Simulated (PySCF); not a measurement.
# C2H5NSi: the cost of one run

Programs: PySCF 2.14.0, with density-fitted response routines of our own. Each step states its level of theory. These are calculated values for one molecule in the gas phase, unless marked as measured. Atoms are numbered from 0 throughout.

### Step 1. The starting structure

9 atoms, charge 0, multiplicity 1; geometry from: GFN2-xTB. The atoms were then displaced at random by about 0.01 Å, so the start is not that level's minimum.

Bonds of the start (Å): C0–Si1 1.86, Si1–C2 1.86, C2–N3 1.19, C0–H4 1.09, C0–H5 1.09, C0–H6 1.11, Si1–H7 1.47, Si1–H8 1.48.

### Step 2. Relaxing the molecule at PBE0-D3(BJ)/def2-SVP

The job: settings as JSON, then the geometry in Å.

```
{"job": {"xc": "PBE0", "basis": "def2-SVP", "d3": "d3bj", "grid": 1, "shake": 0.01, "kind": "geom"}, "charge": 0, "multiplicity": 1}
C     -1.189520     0.338090    -0.002620
Si     0.348360    -0.709830    -0.058900
C      1.794590     0.450530     0.085460
N      2.741500     1.166170     0.182860
H     -1.285400     0.913850     0.913700
H     -2.105520    -0.246920    -0.094790
H     -1.217000     1.080830    -0.821880
H      0.530410    -1.395470    -1.341300
H      0.440390    -1.614390     1.103750
```

Command:

```bash
$ OMP_NUM_THREADS=1 python probes_run.py task.json out
```

The driver reads the jobs from task.json and runs them one after another.

Q: Estimate the wall time and peak memory of this first job on 1 thread of Arm Neoverse V1, shared host.

About 16 s, with a peak of 0.35 GiB.
